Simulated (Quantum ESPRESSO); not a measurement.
Set up this calculation in Quantum ESPRESSO 7.5, as the native input.

```
Task                : projected density of states
Functional          : PBE
Dispersion          : D3
Potentials or basis : JTH 2.0 LDA
Cutoff              : 490 eV
Density cutoff      : 2939 eV
k mesh              : 7 × 7 × 7, shifted
Occupations         : tetrahedra_opt
Spin                : no spin polarisation
Mixing beta         : 0.5
Most SCF iterations : 120
SCF threshold       : 1.4e-09 Ry
Dos occupations     : tetrahedra_opt
Mixing ndim         : 16
```

The system is Mg2Mo2C3.

```
Mg Mo C
1.0
     2.54183    1.46753    4.19330
    -2.54183    1.46753    4.19330
     0.00000   -2.93505    4.19330
Mg Mo C
2 2 3
Direct
  0.00000 0.00000 0.00000
  0.50000 0.50000 0.50000
  0.71972 0.71972 0.71972
  0.28028 0.28028 0.28028
  0.50000 0.00000 0.00000
  0.00000 0.50000 0.00000
  0.00000 0.00000 0.50000
```

The cell was built by a generator and needn't be a form met in nature.

These files were run (other wordings do the same):

pw.in

```
&CONTROL
  calculation = 'scf'
  prefix = 'pwscf'
  outdir = './tmp'
  pseudo_dir = './pseudo'
  tprnfor = .true.
  tstress = .true.
  disk_io = 'low'
/
&SYSTEM
  ibrav = 0
  nat = 7
  ntyp = 3
  ecutwfc = 36
  ecutrho = 216
  nbnd = 40
  input_dft = 'pbe'
  occupations = 'tetrahedra_opt'
  vdw_corr = 'grimme-d3'
  dftd3_version = 3
/
&ELECTRONS
  conv_thr = 1.4d-09
  electron_maxstep = 120
  mixing_beta = 0.5
  mixing_ndim = 16
/
ATOMIC_SPECIES
Mg    24.3050 Mg.LDA_PW-JTH.UPF
Mo    95.9500 Mo.LDA_PW-JTH.UPF
C     12.0110 C.LDA_PW-JTH.UPF
CELL_PARAMETERS angstrom
   2.5418290900    1.4675257100    4.1933003700
  -2.5418290900    1.4675257100    4.1933003700
   0.0000000000   -2.9350514200    4.1933003700
ATOMIC_POSITIONS crystal
Mg     0.0000000000    0.0000000000    0.0000000000
Mg     0.5000000000    0.5000000000    0.5000000000
Mo     0.7197205400    0.7197205400    0.7197205400
Mo     0.2802794600    0.2802794600    0.2802794600
C      0.5000000000    0.0000000000    0.0000000000
C      0.0000000000    0.5000000000    0.0000000000
C      0.0000000000    0.0000000000    0.5000000000
K_POINTS automatic
7 7 7 1 1 1
```

pp_density.in

```
&INPUTPP
  prefix = 'pwscf'
  outdir = './tmp'
  filplot = 'density.dat'
  plot_num = 0
/
&PLOT
  nfile = 1
  filepp(1) = 'density.dat'
  iflag = 3
  output_format = 6
  fileout = 'density.cube'
/
```

pp_potential.in

```
&INPUTPP
  prefix = 'pwscf'
  outdir = './tmp'
  filplot = 'potential.dat'
  plot_num = 11
/
&PLOT
  nfile = 1
  filepp(1) = 'potential.dat'
  iflag = 3
  output_format = 6
  fileout = 'potential.cube'
/
```

nscf.in

```
&CONTROL
  calculation = 'nscf'
  prefix = 'pwscf'
  outdir = './tmp'
  pseudo_dir = './pseudo'
  disk_io = 'low'
/
&SYSTEM
  ibrav = 0
  nat = 7
  ntyp = 3
  ecutwfc = 36
  ecutrho = 216
  nbnd = 40
  input_dft = 'pbe'
  occupations = 'tetrahedra_opt'
  vdw_corr = 'grimme-d3'
  dftd3_version = 3
/
&ELECTRONS
  conv_thr = 1d-08
  electron_maxstep = 120
  mixing_beta = 0.5
  mixing_ndim = 16
/
ATOMIC_SPECIES
Mg    24.3050 Mg.LDA_PW-JTH.UPF
Mo    95.9500 Mo.LDA_PW-JTH.UPF
C     12.0110 C.LDA_PW-JTH.UPF
CELL_PARAMETERS angstrom
   2.5418290900    1.4675257100    4.1933003700
  -2.5418290900    1.4675257100    4.1933003700
   0.0000000000   -2.9350514200    4.1933003700
ATOMIC_POSITIONS crystal
Mg     0.0000000000    0.0000000000    0.0000000000
Mg     0.5000000000    0.5000000000    0.5000000000
Mo     0.7197205400    0.7197205400    0.7197205400
Mo     0.2802794600    0.2802794600    0.2802794600
C      0.5000000000    0.0000000000    0.0000000000
C      0.0000000000    0.5000000000    0.0000000000
C      0.0000000000    0.0000000000    0.5000000000
K_POINTS automatic
11 11 11 0 0 0
```

projwfc.in

```
&PROJWFC
  prefix = 'pwscf'
  outdir = './tmp'
  filpdos = 'p'
  Emin = -3
  Emax = 22
  DeltaE = 0.05
/
```

Potentials or basis: JTH 2.0 LDA.

Run with:

```bash
$ OMP_NUM_THREADS=1 pw.x -in pw.in > pw.out
$ OMP_NUM_THREADS=1 pp.x -in pp_density.in > pp_density.out
$ OMP_NUM_THREADS=1 pp.x -in pp_potential.in > pp_potential.out
$ OMP_NUM_THREADS=1 pw.x -in nscf.in > nscf.out
$ OMP_NUM_THREADS=1 projwfc.x -in projwfc.in > projwfc.out
```

It gave:

* Largest force: 5.369 eV/Å
* Band gap on the k mesh: none (metal or under the smearing width)

Caveat: the potentials were made for another functional, which shifts forces and pressure.

Run time: 3.1 min on 1 thread of Intel(R) Xeon(R) 6975P-C (Granite Rapids) (shared host), peak memory 0.25 GiB.
